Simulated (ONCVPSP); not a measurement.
# Ta: variants of one ONCV potential, part 1 of 2

One potential is built and tested. Then one design choice at a time is changed, to learn what it costs or gains.

The numbers are computed with ONCVPSP 4.0.1 (PBE, scalar-relativistic, spin-unpolarised reference atom).

1 further run of the same task is left out (it didn't finish).

### Step 1. Settings

Typed settings, in words:

```
element                 : tantalum (Ta, Z = 73)
type                    : optimised norm-conserving Vanderbilt (ONCV)
frozen core             : [Kr] 4d10 4f14
valence charge          : 13
reference configuration : 5s2 5p6 5d3 (charge +2)
partial waves           : 5s: rc 1.85 bohr, ncon 5, nbas 8, qcut 8.3 1/bohr, 3 projectors, debl 1.6 Ha; 5p: rc 2.15 bohr, ncon 4, nbas 8, qcut 5.4 1/bohr, 2 projectors, debl 2.9 Ha; 5d: rc 1.95 bohr, ncon 3, nbas 8, qcut 4.3 1/bohr, 2 projectors, debl 1.5 Ha
local potential         : polynomial inside 1.55 bohr (lpopt 2, dvloc0 0 Ha)
core correction         : polynomial model core, fcfact 0.55
```

An earlier all-electron run gives the scale for the radii.

All-electron outer shells of the reference configuration (PBE, scalar-relativistic, ld1.x):

```json
{"shell": "5p", "level (eV)": "-54.95", "outermost node (bohr)": "0.58", "outermost maximum (bohr)": "1.13"}
{"shell": "4f", "level (eV)": "-40.27", "outermost node (bohr)": "–", "outermost maximum (bohr)": "0.44"}
{"shell": "6s", "level (eV)": "-18.43", "outermost node (bohr)": "1.31", "outermost maximum (bohr)": "2.58"}
{"shell": "5d", "level (eV)": "-18.31", "outermost node (bohr)": "0.65", "outermost maximum (bohr)": "1.54"}
{"shell": "6p", "level (eV)": "-12.54", "outermost node (bohr)": "1.56", "outermost maximum (bohr)": "3.23"}
```

### Step 2. Generation of the first potential

Contents of Ta.dat:

```
# ATOM AND REFERENCE CONFIGURATION
# atsym  z   nc   nv     iexc    psfile
  Ta 73.00   10    3        4      upf
#
#   n    l    f
    1    0    2.00
    2    0    2.00
    2    1    6.00
    3    0    2.00
    3    1    6.00
    3    2   10.00
    4    0    2.00
    4    1    6.00
    4    2   10.00
    4    3   14.00
    5    0    2.00
    5    1    6.00
    5    2    3.00
#
# PSEUDOPOTENTIAL AND OPTIMIZATION
# lmax
    2
#
#   l,   rc,      ep,       ncon, nbas, qcut
    0    1.85    0.00    5    8    8.30
    1    2.15    0.00    4    8    5.40
    2    1.95    0.00    3    8    4.30
#
# LOCAL POTENTIAL
# lloc, lpopt,  rc(5),   dvloc0
    4    2    1.55    0.00
#
# VANDERBILT-KLEINMAN-BYLANDER PROJECTORs
# l, nproj, debl
    0    3    1.60
    1    2    2.90
    2    2    1.50
#
# MODEL CORE CHARGE
# icmod, fcfact, rcfact
    1    0.55    0.00
#
# LOG DERIVATIVE ANALYSIS
# epsh1, epsh2, depsh
   -5.00    5.00    0.04
#
# OUTPUT GRID
# rlmax, drl
    6.00    0.01
#
# TEST CONFIGURATIONS
# ncnf
    4
# nvcnf
#   n    l    f
    4
    5    0    2.00
    5    1    6.00
    5    2    3.00
    6    0    2.00
#
    4
    5    0    2.00
    5    1    6.00
    5    2    3.00
    6    0    1.00
#
    3
    5    0    2.00
    5    1    6.00
    5    2    2.00
#
    4
    5    0    2.00
    5    1    6.00
    5    2    2.00
    6    0    2.00
#
```

Started as:

```bash
oncvpsp.x < Ta.dat > Ta.out
```

What the program wrote to Ta.out (without the consistency checks and plot data):

```text
ONCVPSP  (Optimized Norm-Conservinng Vanderbilt PSeudopotential)
scalar-relativistic version 4.0.1

#   n    l    f        energy (Ha)
    1    0    2.00    -2.4764574E+03
    2    0    2.00    -4.2595024E+02
    2    1    6.00    -3.7331115E+02
    3    0    2.00    -9.8019507E+01
    3    1    6.00    -8.2365698E+01
    3    2   10.00    -6.4112756E+01
    4    0    2.00    -2.0440659E+01
    4    1    6.00    -1.5306633E+01
    4    2   10.00    -8.7378082E+00
    4    3   14.00    -1.4798100E+00
    5    0    2.00    -3.2543036E+00
    5    1    6.00    -2.0195508E+00
    5    2    3.00    -6.7295661E-01

Reference configufation results
  iterations    32
  all-electron total energy (Ha)   -1.56036977D+04

Begin loop to  construct optimized pseudo wave functions
and semi-local pseudopoentials for all angular momenta

WARNING wellstate: moderately localized bound state found for n= 6 l=  0
WARNING scattering state with energy  0.05000000
WARNING will be used for the first projector

   Wellstate for l =  0  n =  7
     eigenvalue =   0.0500
     asymptotic potential =   0.5500
     half-point radius =  4.5638

   Wellstate for l =  0  n =  8
     eigenvalue =   1.6500
     asymptotic potential =   2.1500
     half-point radius =  3.8823

Calculating optimized projector #   1

 for l=   0

    Fraction of norm inside rc  0.964264
    Optimizing pswf for qcut=   8.29 a_B^-1,  ecut=  34.39 Ha
    Residual kinetic energy error=  6.05D-07 Ha

    Energy error per electron        Cutoff
         Ha          eV             Ha
         0.01000     0.27211       18.65
         0.00100     0.02721       23.72
         0.00010     0.00272       27.74
         0.00001     0.00027       30.74

Calculating optimized projector #   2

 for l=   0

    Fraction of norm inside rc  0.069950
    Optimizing pswf for qcut=   8.29 a_B^-1,  ecut=  34.39 Ha
    Residual kinetic energy error=  3.21D-07 Ha

    Energy error per electron        Cutoff
         Ha          eV             Ha
         0.01000     0.27211       14.74
         0.00100     0.02721       21.16
         0.00010     0.00272       25.97
         0.00001     0.00027       29.74

Calculating optimized projector #   3

 for l=   0

    Fraction of norm inside rc  0.077375
    Optimizing pswf for qcut=   8.29 a_B^-1,  ecut=  34.39 Ha
    Residual kinetic energy error=  9.68D-07 Ha

    Energy error per electron        Cutoff
         Ha          eV             Ha
         0.01000     0.27211       16.68
         0.00100     0.02721       22.75
         0.00010     0.00272       27.56
         0.00001     0.00027       31.20

   Wellstate for l =  1  n =  7
     eigenvalue =   0.8804
     asymptotic potential =   1.3804
     half-point radius =  3.5740

Calculating optimized projector #   1

 for l=   1

    Fraction of norm inside rc  0.953812
    Optimizing pswf for qcut=   5.41 a_B^-1,  ecut=  14.63 Ha
    Residual kinetic energy error=  6.20D-06 Ha

    Energy error per electron        Cutoff
         Ha          eV             Ha
         0.01000     0.27211        8.37
         0.00100     0.02721       10.75
         0.00010     0.00272       12.73
         0.00001     0.00027       14.46

Calculating optimized projector #   2

 for l=   1

    Fraction of norm inside rc  0.131693
    Optimizing pswf for qcut=   5.41 a_B^-1,  ecut=  14.63 Ha
    Residual kinetic energy error=  1.68D-05 Ha

    Energy error per electron        Cutoff
         Ha          eV             Ha
         0.01000     0.27211        7.55
         0.00100     0.02721       10.16
         0.00010     0.00272       12.18
         0.00001     0.00027       24.50

   Wellstate for l =  2  n =  7
     eigenvalue =   0.8270
     asymptotic potential =   1.3270
     half-point radius =  4.6863

Calculating optimized projector #   1

 for l=   2

    Fraction of norm inside rc  0.554925
    Optimizing pswf for qcut=   4.30 a_B^-1,  ecut=   9.26 Ha
    Residual kinetic energy error=  5.65D-03 Ha

    Energy error per electron        Cutoff
         Ha          eV             Ha
         0.01000     0.27211        8.56
         0.00100     0.02721       25.89
         0.00010     0.00272       69.41

Calculating optimized projector #   2

 for l=   2

    Fraction of norm inside rc  0.083879
    Optimizing pswf for qcut=   4.30 a_B^-1,  ecut=   9.26 Ha
    Residual kinetic energy error=  6.64D-03 Ha

    Energy error per electron        Cutoff
         Ha          eV             Ha
         0.01000     0.27211        8.67
         0.00100     0.02721       11.93
         0.00010     0.00272       29.47
         0.00001     0.00027       69.38

Construct Vanderbilt / Kleinmman-Bylander projectors

B matrix Hermiticity error, ll=   0
   1   2   -3.7354E-04
   1   3    5.5733E-04
   2   3    6.6689E-05

  Orthonormal projector coefficients  1.4588E+01 -7.1669E-01  2.6470E-01

B matrix Hermiticity error, ll=   1
   1   2   -3.1825E-04

  Orthonormal projector coefficients  9.6875E-01 -3.2291E-01

B matrix Hermiticity error, ll=   2
   1   2   -1.1308E-04

  Orthonormal projector coefficients -2.5576E+00 -9.3279E-01

Model core correction analysis
  based on d2Exc/dn_idn_j

d2excae - all-electron derivatives

   -2.795075D-02   -2.432874D-02   -1.116121D-02
   -2.434335D-02   -2.450535D-02   -1.473420D-02
   -1.127973D-02   -1.496908D-02   -1.443322D-02

d2excps - pseudofunction derivatives with no core correction

   -4.486380D-02   -3.592342D-02   -1.356073D-02
   -3.594216D-02   -3.182598D-02   -1.656563D-02
   -1.370267D-02   -1.684621D-02   -1.643601D-02

rms 2nd derivative error    8.374095E-03

Polynomial model core charge

d2excps - pseudofunction derivatives with core correction

   -2.694044D-02   -2.335442D-02   -1.124152D-02
   -2.336908D-02   -2.274150D-02   -1.453537D-02
   -1.135987D-02   -1.476989D-02   -1.525744D-02

rms 2nd derivative error    8.693450E-04

Pseudoatom total energy  -57.891423

Diagnostic tests using Vanderbilt-Kleinman-Bylander pseudopotentials
  1 or more projectors used as specified by nproj input data

   l    rcore       rmatch      e in        delta e   norm test  slope test

   0   1.8536376   1.9099181  -3.2543036   0.0000015   1.0002191   1.0002065
   0   1.8536376   1.9099181   0.0500000   0.0000385   1.0002361   1.0002361
   0   1.8536376   1.9099181   1.6500000   0.0000768   1.0002860   1.0002860

   1   2.1526546   2.2180138  -2.0195508   0.0000009   1.0001548   1.0001535
   1   2.1526546   2.2180138   0.8804492   0.0000208   1.0001201   1.0001201

   2   1.9561703   2.0155638  -0.6729566  -0.0001394   1.0000221   0.9993733
   2   1.9561703   2.0155638   0.8270434   0.0000711   1.0001596   1.0001596

 Testing for bound ghosts
   n   l    E NL Schr. Eq   E Basis Diag.   E Cutoff

   1   0       -3.254302       -3.254301    102.23

   2   1       -2.019550       -2.019550     65.78

   3   2       -0.673096       -0.671348     89.91

 Testing for highly-localized positive-energy ghosts
       l    <radius>/rc     E Basis Diag.   E Cutoff

       0        0.896096       22.938247    102.23  WARNING - GHOST(+)

Test configuration 0

   n   l     f        eae           eps        diff
   1   0  2.0000-2476.45735862
   2   0  2.0000 -425.95023915
   2   1  6.0000 -373.31114770
   3   0  2.0000  -98.01950689
   3   1  6.0000  -82.36569763
   3   2 10.0000  -64.11275572
   4   0  2.0000  -20.44065925
   4   1  6.0000  -15.30663254
   4   2 10.0000   -8.73780818
   4   3 14.0000   -1.47981005
   5   0  2.0000   -3.25430359   -3.25430207    1.52D-06
   5   1  6.0000   -2.01955083   -2.01954998    8.55D-07
   5   2  3.0000   -0.67295661   -0.67309602   -1.39D-04

    Total energies and differences
      AE_ref= -1.56036977D+04  AE_tst= -1.56036977D+04  dif=  0.00D+00
      PS_ref= -5.78914234D+01  PS_tst= -5.78914234D+01  dif=  1.28D-13
      PSP excitation error= -1.28D-13

Test configuration 1

   n   l     f        eae           eps        diff
   1   0  2.0000-2475.88045401
   2   0  2.0000 -425.37754144
   2   1  6.0000 -372.73829328
   3   0  2.0000  -97.44699169
   3   1  6.0000  -81.79317025
   3   2 10.0000  -63.54042099
   4   0  2.0000  -19.86799041
   4   1  6.0000  -14.73402809
   4   2 10.0000   -8.16546463
   4   3 14.0000   -0.90786717
   5   0  2.0000   -2.68280139   -2.68033225    2.47D-03
   5   1  6.0000   -1.44789044   -1.44631702    1.57D-03
   5   2  3.0000   -0.13196212   -0.13192622    3.59D-05
   6   0  2.0000   -0.20000968   -0.19996489    4.48D-05

    Total energies and differences
      AE_ref= -1.56036977D+04  AE_tst= -1.56045591D+04  dif= -8.61D-01
      PS_ref= -5.78914234D+01  PS_tst= -5.87529849D+01  dif= -8.62D-01
      PSP excitation error=  1.51D-04

Test configuration 2

   n   l     f        eae           eps        diff
   1   0  2.0000-2476.14704793
   2   0  2.0000 -425.64233993
   2   1  6.0000 -373.00315223
   3   0  2.0000  -97.71189400
   3   1  6.0000  -82.05807631
   3   2 10.0000  -63.80521892
   4   0  2.0000  -20.13295369
   4   1  6.0000  -14.99895064
   4   2 10.0000   -8.43025950
   4   3 14.0000   -1.17255225
   5   0  2.0000   -2.94752401   -2.94587127    1.65D-03
   5   1  6.0000   -1.71333955   -1.71223128    1.11D-03
   5   2  3.0000   -0.38537274   -0.38531506    5.77D-05
   6   0  1.0000   -0.42703163   -0.42693877    9.29D-05

    Total energies and differences
      AE_ref= -1.56036977D+04  AE_tst= -1.56042480D+04  dif= -5.50D-01
      PS_ref= -5.78914234D+01  PS_tst= -5.84417616D+01  dif= -5.50D-01
      PSP excitation error=  1.13D-04

Test configuration 3

   n   l     f        eae           eps        diff
   1   0  2.0000-2476.92228184
   2   0  2.0000 -426.41691841
   2   1  6.0000 -373.77788362
   3   0  2.0000  -98.48297828
   3   1  6.0000  -82.82919025
   3   2 10.0000  -64.57679524
   4   0  2.0000  -20.90400410
   4   1  6.0000  -15.77021391
   4   2 10.0000   -9.20174220
   4   3 14.0000   -1.94273879
   5   0  2.0000   -3.71296860   -3.71521779   -2.25D-03
   5   1  6.0000   -2.46752063   -2.46971624   -2.20D-03
   5   2  2.0000   -1.07045410   -1.07141219   -9.58D-04

    Total energies and differences
      AE_ref= -1.56036977D+04  AE_tst= -1.56028303D+04  dif=  8.67D-01
      PS_ref= -5.78914234D+01  PS_tst= -5.70233554D+01  dif=  8.68D-01
      PSP excitation error= -6.48D-04

Test configuration 4

   n   l     f        eae           eps        diff
   1   0  2.0000-2476.23926020
   2   0  2.0000 -425.73869552
   2   1  6.0000 -373.09941446
   3   0  2.0000  -97.80661166
   3   1  6.0000  -82.15279671
   3   2 10.0000  -63.90038818
   4   0  2.0000  -20.22766320
   4   1  6.0000  -15.09387112
   4   2 10.0000   -8.52561357
   4   3 14.0000   -1.26770063
   5   0  2.0000   -3.04105705   -3.03874076    2.32D-03
   5   1  6.0000   -1.79992719   -1.79871112    1.22D-03
   5   2  2.0000   -0.44487576   -0.44491741   -4.16D-05
   6   0  2.0000   -0.46063000   -0.46060076    2.92D-05

    Total energies and differences
      AE_ref= -1.56036977D+04  AE_tst= -1.56042769D+04  dif= -5.79D-01
      PS_ref= -5.78914234D+01  PS_tst= -5.84707550D+01  dif= -5.79D-01
      PSP excitation error=  1.97D-04
```

Wall time 5.5 s (1 thread, shared host).

The projector energies used in the s channel were -3.254, 0.050, 1.650 Ha; the program set a typed value aside.

Partial waves on a coarse radial grid (AE all-electron, PS pseudo):

| r (bohr) | 5d AE | 5d PS |
| --- | --- | --- |
| 0.108 | 0.2135 | 0.0014 |
| 0.215 | 0.0012 | 0.0101 |
| 0.322 | -0.2732 | 0.0317 |
| 0.430 | -0.3196 | 0.0698 |
| 0.538 | -0.1953 | 0.1259 |
| 0.645 | -0.0065 | 0.1996 |
| 0.752 | 0.1865 | 0.2890 |
| 0.860 | 0.3575 | 0.3887 |
| 0.968 | 0.4952 | 0.4891 |
| 1.075 | 0.5985 | 0.5811 |
| 1.182 | 0.6721 | 0.6606 |
| 1.290 | 0.7211 | 0.7255 |
| 1.398 | 0.7492 | 0.7712 |
| 1.505 | 0.7609 | 0.7929 |
| 1.612 | 0.7600 | 0.7894 |
| 1.720 | 0.7495 | 0.7661 |
| 1.828 | 0.7316 | 0.7357 |
| 1.935 | 0.7086 | 0.7086 |
| 2.042 | 0.6819 | 0.6819 |
| 2.150 | 0.6524 | 0.6523 |
| 2.258 | 0.6212 | 0.6212 |
| 2.365 | 0.5895 | 0.5894 |
| 2.472 | 0.5574 | 0.5573 |
| 2.580 | 0.5252 | 0.5251 |
| 2.688 | 0.4935 | 0.4934 |
| 2.795 | 0.4629 | 0.4628 |

Densities times 4π (e/bohr³); a dash where the program caps the true core:

| r (bohr) | pseudo valence | true core | model core |
| --- | --- | --- | --- |
| 0.108 | 0.6096 | – | 94.01 |
| 0.322 | 3.27 | – | 87.11 |
| 0.538 | 7.114 | – | 62.77 |
| 0.752 | 9.348 | 44.4 | 30.93 |
| 0.968 | 8.701 | 9.78 | 9.655 |
| 1.182 | 6.349 | 2.673 | 2.673 |
| 1.398 | 3.95 | 0.8494 | 0.8494 |
| 1.612 | 2.231 | 0.3018 | 0.3018 |
| 1.828 | 1.178 | 0.1132 | 0.1132 |
| 2.042 | 0.6412 | 0.04475 | 0.04475 |
| 2.258 | 0.3596 | 0.01812 | 0.01812 |
| 2.472 | 0.2098 | 0.00759 | 0.00759 |
| 2.688 | 0.1255 | 0.003217 | 0.003217 |

### Step 3. Transferability, from the output's test configurations

Energies count from the reference configuration 5s2 5p6 5d3; the error is all-electron less pseudo.

```tsv
valence configuration	charge	ΔE all-electron (eV)	error AE − PS (meV)
5s2 5p6 5d3 6s2	0	-23.440	+4.1
5s2 5p6 5d3 6s1	+1	-14.972	+3.1
5s2 5p6 5d2	+3	23.604	-18
5s2 5p6 5d2 6s2	+1	-15.759	+5.4
```

### Step 4. Does it scatter like the atom?

Taken from the files of the generation run. The phase is arctan(r·R′/R) of the radial function R, unwrapped, with energies in Ha. A pole is an energy at which the radial function vanishes at the test radius. The pseudo phase is shifted by a multiple of π to meet the all-electron one at the reference energy. Levels narrower than the energy grid can be missing from the poles. The last column is the largest difference on the grid between −0.5 and +0.5 Ha.

```tsv
channel	radius (bohr)	reference (Ha)	poles AE	poles PS	window around the reference with phases within 0.05 rad (Ha)	largest difference near zero (rad)
s	1.88	-3.25	-2.98, 4.39	-2.98, 4.39	the whole range	0.000
p	2.18	-2.02	-1.80, 3.37	-1.80, 3.31	the whole range	0.002
d	1.98	-0.67	0.44	0.44	below 2.7	0.000
```

Phases (rad) along the scan:

| E (Ha) | p AE | p PS | d AE | d PS |
| --- | --- | --- | --- | --- |
| -4.96 | 1.365 | 1.364 | 1.355 | 1.354 |
| -4.48 | 1.344 | 1.344 | 1.337 | 1.336 |
| -4.00 | 1.316 | 1.316 | 1.314 | 1.313 |
| -3.52 | 1.272 | 1.272 | 1.283 | 1.282 |
| -3.04 | 1.189 | 1.188 | 1.240 | 1.239 |
| -2.56 | 0.906 | 0.905 | 1.172 | 1.171 |
| -2.08 | -1.201 | -1.201 | 1.048 | 1.048 |
| -1.60 | -1.675 | -1.676 | 0.757 | 0.756 |
| -1.12 | -1.832 | -1.833 | -0.133 | -0.134 |
| -0.64 | -2.006 | -2.007 | -1.077 | -1.077 |
| -0.16 | -2.367 | -2.369 | -1.398 | -1.398 |
| 0.32 | -3.324 | -3.326 | -1.543 | -1.543 |
| 0.80 | -4.128 | -4.128 | -1.641 | -1.641 |
| 1.28 | -4.410 | -4.410 | -1.733 | -1.733 |
| 1.76 | -4.536 | -4.536 | -1.852 | -1.853 |
| 2.24 | -4.609 | -4.610 | -2.070 | -2.077 |
| 2.72 | -4.660 | -4.662 | -2.676 | -2.722 |
| 3.20 | -4.700 | -4.703 | -3.799 | -3.861 |
| 3.68 | -4.735 | -4.742 | -4.273 | -4.306 |
| 4.16 | -4.771 | -4.782 | -4.448 | -4.471 |
| 4.64 | -4.811 | -4.835 | -4.538 | -4.557 |

### Step 5. Convergence and ghost test

From the same output: the cutoffs (Ha) at which the residual kinetic energy of the hardest occupied pseudo-wave falls to 1 and 0.1 mHa per electron are 26 Ha and 69 Ha.

The program's own ghost test: no bound ghost flagged; GHOST(+) flagged for s at 624.2 eV.

Cutoff (Ha) at which the first wave of each channel reaches a given error (Ha per electron):

| error | s | p | d |
| --- | --- | --- | --- |
| 1.0e-02 | 18.7 | 8.4 | 8.6 |
| 3.2e-03 | 21.4 | 9.6 | 10.4 |
| 1.0e-03 | 23.7 | 10.7 | 25.9 |
| 3.2e-04 | 25.8 | 11.7 | 59.6 |
| 1.0e-04 | 27.7 | 12.7 | 69.4 |
| 3.2e-05 | 29.3 | 13.6 | 92.8 |

(Continued in part 2 of 2.)
